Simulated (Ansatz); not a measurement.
# Molecular dynamics of LiBH$_{4}$

Input file:

```yaml
accuracy: low
crystal:
  lattice:
    - [0.0, 0.0, 5.397738]
    - [6.578388, -2.70657, 2.698869]
    - [6.578388, 2.70657, 2.698869]
  atoms:
    - { symbol: Li, position: [0.0, 0.0, 0.0] }
    - { symbol: Li, position: [0.75, 0.25, 0.25] }
    - { symbol: B, position: [0.12548, 0.89052, 0.35948] }
    - { symbol: B, position: [0.87548, 0.60948, 0.14052] }
    - { symbol: H, position: [0.35046, 0.84556, 0.40444] }
    - { symbol: H, position: [0.10046, 0.65444, 0.09556] }
    - { symbol: H, position: [0.59932, 0.22331, 0.87293] }
    - { symbol: H, position: [0.19556, 0.27669, 0.62707] }
    - { symbol: H, position: [0.44556, 0.37707, 0.02669] }
    - { symbol: H, position: [0.34932, 0.12293, 0.47331] }
    - { symbol: H, position: [0.12038, 0.11952, 0.13048] }
    - { symbol: H, position: [0.87038, 0.38048, 0.36952] }
    - { symbol: Li, position: [0.5, 0.5, 0.5] }
    - { symbol: Li, position: [0.25, 0.75, 0.75] }
    - { symbol: B, position: [0.62548, 0.39052, 0.85948] }
    - { symbol: B, position: [0.37548, 0.10948, 0.64052] }
    - { symbol: H, position: [0.85046, 0.34556, 0.90444] }
    - { symbol: H, position: [0.60046, 0.15444, 0.59556] }
    - { symbol: H, position: [0.09932, 0.72331, 0.37293] }
    - { symbol: H, position: [0.69556, 0.77669, 0.12707] }
    - { symbol: H, position: [0.94556, 0.87707, 0.52669] }
    - { symbol: H, position: [0.84932, 0.62293, 0.97331] }
    - { symbol: H, position: [0.62038, 0.61952, 0.63048] }
    - { symbol: H, position: [0.37038, 0.88048, 0.86952] }
basis:
  ecutwfc: 500.0
kpoints:
  mp_grid: { grid: [2, 2, 2] }
hamiltonian:
  xc: r2scan
  dispersion: d3bj
scf:
  occupations: { method: fermi_dirac, width: 0.05 }
  lower_state_search: "off"
md:
  timestep: 0.5
  n_steps: 40
  ensemble: nvt_langevin
  temperature: 500.0
  initial_velocities: maxwell_boltzmann
  seed: 995360
  friction: 0.005
```

Launched with:

```bash
$ ansatz run input.yaml --threads 1 --pin off --max-ram 3072MiB --backend cpu --events-out ev --progress --plain --runs-dir out
```

It starts from an unrelaxed structure (largest force component 0.67 eV/Å).

Output, in part (step lines):

```
md step     0: t =     0.00 fs  T =   479.2 K  F+E_penalty+E_count = -1710.97610459 eV  E_kin = 1.486490 eV  (7 SCF iters)
[... lines left out ...]
```

The steps, from the saved trajectory:

```csv
time (fs),T (K),potential energy less start (eV)
0.0,479,0.000
0.5,488,-0.032
1.0,479,-0.029
1.5,467,0.011
2.0,452,0.088
2.5,421,0.191
3.0,395,0.305
3.5,359,0.406
4.0,337,0.476
4.5,339,0.508
5.0,343,0.504
5.5,358,0.479
6.0,362,0.453
6.5,359,0.439
7.0,364,0.442
7.5,359,0.461
8.0,364,0.494
8.5,355,0.535
9.0,348,0.575
9.5,339,0.608
10.0,331,0.629
10.5,327,0.636
11.0,325,0.628
11.5,327,0.606
12.0,346,0.575
12.5,363,0.541
13.0,374,0.509
13.5,387,0.488
14.0,392,0.488
14.5,389,0.519
15.0,359,0.584
15.5,339,0.676
16.0,303,0.781
16.5,278,0.882
17.0,269,0.960
17.5,267,1.002
18.0,269,1.008
18.5,277,0.989
19.0,297,0.959
19.5,313,0.931
20.0,311,0.922
```

The run went to its last step. The mean temperature of the second half is 35 % below the set value. A run of 0.02 ps of so small a system gives no equilibrium averages. Limits of this set-up: coarse k mesh, low accuracy level.

Mean squared displacements from the first frame to the last, about the centre of mass: Li 0.06 Å², B 0.02 Å², H 0.12 Å².

Last frame:

```xyz
24
Lattice="0.0000 0.0000 5.3977 6.5784 -2.7066 2.6989 6.5784 2.7066 2.6989" Properties=species:S:1:pos:R:3
Li -0.134 0.160 0.247
Li 3.299 -0.125 5.287
B 8.118 -1.438 4.126
B 5.103 -1.358 6.668
H 8.178 -1.064 5.248
H 4.708 -2.036 2.135
H 7.680 1.917 5.961
H 5.968 1.123 3.356
H 2.826 -1.239 3.707
H 4.091 1.028 3.459
H 1.560 0.090 1.462
H 5.241 -0.243 7.105
Li 6.340 0.069 5.508
Li 9.772 0.011 5.556
B 8.278 1.271 6.695
B 5.051 1.499 4.002
H 8.182 1.700 7.805
H 5.009 1.305 5.183
H 7.122 -0.881 3.708
H 5.999 -1.828 6.065
H 8.971 -1.218 8.663
H 10.766 1.124 8.581
H 8.144 0.093 6.710
H 11.522 -0.013 6.717
```

The run took 7.9 min on 1 thread of Arm Neoverse V1, with other jobs on the host, peak memory 0.75 GiB.
